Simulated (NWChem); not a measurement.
# C2H8BN (SMILES BNCC): levels of theory compared

Wanted: a comparison of 3 runs (HF/STO-3G, HF/3-21G, B3LYP/6-31G*) of C2H8BN. 

The calculation is run with NWChem 7.3.0.

## (1) The structure to begin with

C2H8BN has 12 atoms, charge 0, and is taken as a singlet. As SMILES, `BNCC`. Geometry: relaxed at PBE0-D4/def2-TZVP. This is one conformer, not always the lowest.

Bond lengths: B1–N2 1.383 Å, N2–C3 1.448 Å, C3–C4 1.517 Å, B1–H5 1.197 Å, B1–H6 1.199 Å, N2–H7 1.009 Å, C3–H8 1.092 Å, C3–H9 1.097 Å, C4–H10 1.094 Å, C4–H11 1.093 Å, C4–H12 1.092 Å. Some angles: B1–N2–C3 127.1°, N2–C3–C4 112.7°, B1–N2–H7 119.3°, C3–N2–H7 113.6°, N2–B1–H5 118.9°, N2–B1–H6 118.9°, N2–C3–H8 107.3°, N2–C3–H9 109.8°, C4–C3–H8 110.4°, C4–C3–H9 109.7°.

## (2) Energy and forces at HF/STO-3G (run 1)

File run.py:

```python
from ase import Atoms
from ase.calculators.nwchem import NWChem

atoms = Atoms(['B', 'N', 'C', 'C', 'H', 'H', 'H', 'H', 'H', 'H', 'H', 'H'], positions=[
    [-1.707200, 1.011600, 0.310500],
    [-0.337500, 0.821100, 0.292300],
    [0.374100, -0.425200, 0.483000],
    [1.168100, -0.838400, -0.742300],
    [-2.141500, 2.111000, 0.119800],
    [-2.420900, 0.070900, 0.517500],
    [0.267900, 1.608000, 0.110300],
    [-0.367500, -1.187600, 0.730000],
    [1.045000, -0.340600, 1.346300],
    [1.910500, -0.079600, -1.005500],
    [1.700800, -1.774800, -0.560500],
    [0.508200, -0.976500, -1.601400],
])

calc = NWChem(
    label='c2h8bn',
    theory='scf',
    memory='2200 mb',
    basis='STO-3G',
    basispar='spherical bse',
    scf={'nopen': '0', 'rhf': None, 'thresh': '1e-08', 'maxiter': '80'},
)
atoms.calc = calc

forces = atoms.get_forces()
print(f"energy = {atoms.get_potential_energy():.6f} eV")
print("forces (eV/A):")
for s, f in zip(atoms.symbols, forces):
    print(f"{s:2s} {f[0]:10.5f} {f[1]:10.5f} {f[2]:10.5f}")
print("dipole (e A):", atoms.get_dipole_moment().round(4))
```

Command:

```bash
$ export ASE_NWCHEM_COMMAND="nwchem PREFIX.nwi > PREFIX.nwo"
$ python run.py
```

The log of the run:

```text
energy = -4289.149504 eV
forces (eV/A):
B    -0.60771   -0.05322    0.03893
N    -1.67070    0.77138   -0.08274
C    -0.02545   -0.75220    1.22626
C     0.83170   -0.40191   -1.19037
H     0.40397   -1.17962    0.21011
H     0.68823    1.08711   -0.23402
H     0.53541    0.50039   -0.11863
H     0.12670   -0.01712   -0.07271
H    -0.00211   -0.02052   -0.10284
H    -0.25217   -0.18918    0.11771
H    -0.19792    0.23803   -0.02149
H     0.17005    0.01687    0.22986
dipole (e A): [ 0.3682 -0.0598 -0.0223]
```

The calculator wrote c2h8bn.nwi:

```
title "c2h8bn"

permanent_dir c2h8bn

scratch_dir c2h8bn

start c2h8bn

geometry units angstrom nocenter noautosym noautoz
  B  -1.7072000000000001e+00 1.0116000000000001e+00 3.1050000000000000e-01
  N  -3.3750000000000002e-01 8.2110000000000005e-01 2.9230000000000000e-01
  C  3.7409999999999999e-01 -4.2520000000000002e-01 4.8299999999999998e-01
  C  1.1680999999999999e+00 -8.3840000000000003e-01 -7.4229999999999996e-01
  H  -2.1415000000000002e+00 2.1110000000000002e+00 1.1980000000000000e-01
  H  -2.4209000000000001e+00 7.0900000000000005e-02 5.1749999999999996e-01
  H  2.6790000000000003e-01 1.6080000000000001e+00 1.1030000000000000e-01
  H  -3.6749999999999999e-01 -1.1876000000000000e+00 7.2999999999999998e-01
  H  1.0449999999999999e+00 -3.4060000000000001e-01 1.3463000000000001e+00
  H  1.9105000000000001e+00 -7.9600000000000004e-02 -1.0055000000000001e+00
  H  1.7008000000000001e+00 -1.7747999999999999e+00 -5.6050000000000000e-01
  H  5.0819999999999999e-01 -9.7650000000000003e-01 -1.6013999999999999e+00
end

memory 2200 mb

basis spherical bse noprint
   * library STO-3G
end

scf
  nopen 0
  rhf
  thresh 1e-08
  maxiter 80
end

task scf gradient
```

c2h8bn.nwo:

```text
Northwest Computational Chemistry Package (NWChem) 7.3.0
             --------------------------------------------------------

           Job information
           ---------------

    nwchem branch   = 7.3.0
    use scalapack   = T
    input           = c2h8bn.nwi
    prefix          = c2h8bn.
    data base       = c2h8bn/c2h8bn.db
    status          = startup
    nproc           =        1

           Memory information
           ------------------

[... 5 lines left out ...]
    hardfail = no
[... 141 lines left out ...]
         Quadratically convergent ROHF
[... 14 lines left out ...]
       Final RHF  results
[... 4 lines left out ...]
      Two-electron energy =    171.177216207545
[... 35 lines left out ...]
                       ROHF Final Molecular Orbital Analysis
[... 220 lines left out ...]
                 ----------------------------------------
                 |  Time  |  1-e(secs)   |  2-e(secs)   |
                 ----------------------------------------
                 |  CPU   |       0.00   |       0.19   |
                 ----------------------------------------
                 |  WALL  |       0.00   |       0.19   |
                 ----------------------------------------

 Task  times  cpu:        1.7s     wall:        1.7s
 Total times  cpu:        1.7s     wall:        1.7s
```

Wall time 2.7 s (1 thread of Intel Xeon 6975P-C (Granite Rapids), shared host); peak memory 0.098 GiB.

## (3) Energy and forces at HF/3-21G (run 2)

File run.nw:

```
start run
title "C2H8BN gradient"
memory total 2200 mb
geometry noautosym nocenter noautoz
 B       -1.707200       1.011600       0.310500
 N       -0.337500       0.821100       0.292300
 C        0.374100      -0.425200       0.483000
 C        1.168100      -0.838400      -0.742300
 H       -2.141500       2.111000       0.119800
 H       -2.420900       0.070900       0.517500
 H        0.267900       1.608000       0.110300
 H       -0.367500      -1.187600       0.730000
 H        1.045000      -0.340600       1.346300
 H        1.910500      -0.079600      -1.005500
 H        1.700800      -1.774800      -0.560500
 H        0.508200      -0.976500      -1.601400
end
basis spherical bse
 * library 3-21G
end
scf
 thresh 1e-08
 maxiter 80
end
task scf gradient
```

Command:

```bash
$ nwchem run.nw > run.out
```

The log of the run:

```text
[...]
  functions       =    52
[...]
  wavefunction    = RHF
[...]
         Total SCF energy =   -158.673520990214
      One-electron energy =   -447.028380549936
      Two-electron energy =    170.119516389242
 Nuclear repulsion energy =    118.235343170480
        Time for solution =      1.5s
[...]
                         RHF ENERGY GRADIENTS
    atom               coordinates                        gradient
                 x          y          z           x          y          z
   1 B      -3.226140   1.911647   0.586760    0.015776  -0.002070  -0.000245
   2 N      -0.637783   1.551654   0.552367   -0.012336  -0.016636   0.005500
   3 C       0.706946  -0.803511   0.912738   -0.000221   0.015545  -0.020118
   4 C       2.207389  -1.584346  -1.402744   -0.008610   0.004597   0.014204
   5 H      -4.046848   3.989212   0.226389    0.000731   0.003432  -0.000700
   6 H      -4.574838   0.133982   0.977933   -0.000500  -0.003595   0.000706
   7 H       0.506258   3.038679   0.208437    0.003326   0.004042  -0.001333
   8 H      -0.694474  -2.244239   1.379500   -0.005775  -0.003836   0.002213
   9 H       1.974764  -0.643641   2.544138    0.003695   0.000685   0.005734
  10 H       3.610322  -0.150422  -1.900119    0.004087   0.003484  -0.001731
  11 H       3.214046  -3.353886  -1.059191    0.002916  -0.004668   0.000798
[...]
```

Run time: 2.6 s. Hardware: 1 thread of Intel Xeon 6975P-C (Granite Rapids), shared host; peak memory 0.099 GiB.

## (4) Energy and gradient at B3LYP/6-31G(d) (Cartesian functions) (run 3)

File job.nw:

```
start job
title "C2H8BN"
memory stack 880 mb heap 220 mb global 1100 mb

geometry units atomic noautosym nocenter noautoz
  B  -3.22614044  1.91164695  0.58675996
  N  -0.63778257  1.55165412  0.55236695
  C   0.70694654 -0.80351155  0.91273772
  C   2.20738909 -1.58434638 -1.40274370
  H  -4.04684850  3.98921185  0.22638919
  H  -4.57483798  0.13398158  0.97793327
  H   0.50625763  3.03867961  0.20843679
  H  -0.69447435 -2.24423875  1.37950007
  H   1.97476380 -0.64364072  2.54413828
  H   3.61032176 -0.15042220 -1.90011962
  H   3.21404619 -3.35388593 -1.05919149
  H   0.96035882 -1.84531756 -3.02620742
end

basis cartesian
  * library 6-31G*
end

dft
  xc b3lyp
  grid xfine
  convergence energy 1e-08
  maxiter 100
  mulliken
end

task dft gradient
```

Command:

```bash
$ nwchem job.nw > job.out
```

The log of the run:

```text
[...]
          Wavefunction type:  closed shell.
          No. of atoms     :    12
          No. of electrons :    32
[...]
          Charge           :     0
          Spin multiplicity:     1
[...]
          AO basis - number of functions:    76
[...]
              XC Information
              --------------
                         B3LYP Method XC Potential
                     Hartree-Fock (Exact) Exchange  0.200
                        Slater Exchange Functional  0.800 local
                    Becke 1988 Exchange Functional  0.720 non-local
              Lee-Yang-Parr Correlation Functional  0.810
                  VWN I RPA Correlation Functional  0.190 local
[...]
 d= 0,ls=0.0,diis     1   -160.6176859136 -2.79D+02  8.20D-03  4.47D-01     4.2
[...]
 d= 0,ls=0.0,diis     8   -160.6648067940  4.67D-09  4.11D-06  2.20D-07    27.8
         Total DFT energy =     -160.664806793987
      One electron energy =     -448.782678746093
           Coulomb energy =      194.741134740325
    Exchange-Corr. energy =      -24.858597409149
 Nuclear repulsion energy =      118.235334620931
[...]
      Total Density - Mulliken Population Analysis
     ---------------------------------------------
    Atom       Charge   Shell Charges
 -----------   ------   -------------------------------------------------------
    1 B    5     4.93   1.99  0.55  1.49  0.40  0.43  0.08
    2 N    7     7.45   1.99  0.78  2.55  0.76  1.35  0.01
    3 C    6     6.13   1.99  0.69  2.10  0.54  0.77  0.04
    4 C    6     6.44   1.99  0.68  2.13  0.63  0.98  0.03
    5 H    1     1.05   0.52  0.53
    6 H    1     1.05   0.52  0.53
    7 H    1     0.69   0.51  0.17
    8 H    1     0.84   0.53  0.31
    9 H    1     0.86   0.53  0.33
   10 H    1     0.86   0.53  0.33
[...]
  wavefunction    = closed shell
[...]
```

Run time: 35 s. Hardware: 1 thread of Intel Xeon 6975P-C (Granite Rapids), shared host; peak memory 0.15 GiB.

## (5) The series

| run | level | Cartesian functions | iteration cap | energy (Eh) | dipole moment (D) | HOMO energy (eV) | LUMO energy (eV) | wall time |
| --- | --- | --- | --- | --- | --- | --- | --- | --- |
| 1 | HF/STO-3G | no | 80 | -157.623338 | 1.79 | -9.29 | 9.19 | 2.7 s |
| 2 | HF/3-21G | no | 80 | -158.673521 | 2.08 | -10.81 | 4.68 | 2.6 s |
| 3 | B3LYP/6-31G* (Cartesian functions) | yes | 100 | -160.664807 | 2.17 | -7.33 | 0.73 | 35 s |

## (6) Results

```
                       quantity          value
            run 3: total energy  -160.66481 Eh
           run 3: dipole moment         2.17 D
             run 3: HOMO energy       -7.33 eV
             run 3: LUMO energy        0.73 eV
           run 3: HOMO–LUMO gap        8.07 eV
run 3: largest force on an atom     0.359 eV/Å
```

The dipole moment (its size) runs from 1.79 D (HF/STO-3G) to 2.17 D (B3LYP/6-31G*). The two ends differ in method and basis. The HOMO–LUMO gap runs from 8.07 eV (B3LYP/6-31G*) to 18.48 eV (HF/STO-3G). In run 1 the basis is minimal, so the values are rough. All runs together took 40 s, the longest 35 s.
